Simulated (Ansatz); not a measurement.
**CoBr3 (ReO3 type): equation of state**

Aim: the bulk modulus of CoBr3 (ReO3 type) from energies at several volumes around the relaxed one. The start comes from a prototype table, not from a measured structure.

Computed with Ansatz 0.2.0 (DFT PBE+U (U_eff = 3.3 eV on Co 3d), scalar-relativistic, plane waves, PAW, unless a step's input says otherwise).

4 further runs of the same task are left out: 4 that didn't finish. Runs told in other sessions of the task aren't counted.

**1. The starting structure**

The structure is cubic, space group Pm-3m (No. 221). The conventional cell has a = 5.119 Å, b = 5.119 Å, c = 5.119 Å, α = 90.00°, β = 90.00°, γ = 90.00°. Around Co (site symmetry m-3m) lie 6 Br at 2.56 Å. Br (site symmetry 4/mmm) has 2 Co at 2.56 Å in its first shell of neighbours.

Structure file:

```
CELL_PARAMETERS angstrom
5.11879 0.00000 0.00000
0.00000 5.11879 0.00000
0.00000 0.00000 5.11879
ATOMIC_POSITIONS crystal
Co 0.00000 0.00000 0.00000
Br 0.50000 0.00000 0.00000
Br 0.00000 0.00000 0.50000
Br 0.00000 0.50000 0.00000
```

An earlier run at PBE+U (U_eff = 3.3 eV on Co 3d) left this cell at 33.531 Å³/atom and 0.00 GPa (6×6×6 mesh).

Volume factors to run: 0.980, 1.020, 0.960, 1.040, 1.070, 1.100, 0.945.

**2. Volume × 0.980**

input.yaml reads:

```yaml
crystal:
  lattice:
    - [5.0844344767, 0.0, 0.0]
    - [0.0, 5.0844344767, 0.0]
    - [0.0, 0.0, 5.0844344767]
  atoms:
    - { symbol: Co, position: [0.0, 0.0, 0.0], spin: 2.78 }
    - { symbol: Br, position: [0.5, 0.0, 0.0] }
    - { symbol: Br, position: [0.0, 0.0, 0.5] }
    - { symbol: Br, position: [0.0, 0.5, 0.0] }
basis:
  ecutwfc: 420
  ecutrho_ratio: 4
kpoints:
  mp_grid: { grid: [6, 6, 6] }
hamiltonian:
  xc: pbe
  hubbard:
    sites:
      - { species: Co, l: d, u_eff: 3.3, starting_ns: start.occupation_matrices }
    ns_hold: { iters: 6 }
scf:
  occupations: { method: gaussian, width: 0.05 }
  lower_state_search: "off"
output:
  forces: true
  stress: true
  eigenvalues: true
  populations: true
  hubbard: { sites: [{ species: Co, l: d }] }
magnetization:
  spin_polarized: true
```

start.occupation_matrices holds the open shells' occupation matrices from the neighbouring geometry.

Started as:

```bash
$ ansatz run input.yaml --threads 2 --pin off --max-ram 2662MiB --backend cpu --events-out ev --progress --plain --runs-dir out
```

After this run come: Scaling the volume by 1.020; At 0.960 of the relaxed volume; At 1.040 of the relaxed volume; At 1.070 of the relaxed volume; Volume × 1.100; Volume × 0.945.

Before running it: what results should come out? Wanted: V0; B0; scatter of the fit.

The runs gave:

| quantity | value |
| --- | --- |
| V0 | 33.541 Å³/atom |
| B0 | 24 GPa |
| scatter of the fit | 0.087 meV/atom |

In words: A third-order Birch–Murnaghan fit puts the minimum at 33.54 Å³/atom with a bulk modulus of 24 GPa, which is soft. One per cent of compression takes about 0.24 GPa. The moment on atom 1 grows from 2.46 to 2.64 μB on expansion. These are values at 0 K without zero-point motion. With a Hubbard U or exact exchange the result depends on the state in which the open shell ends, and a lower one can't be excluded.
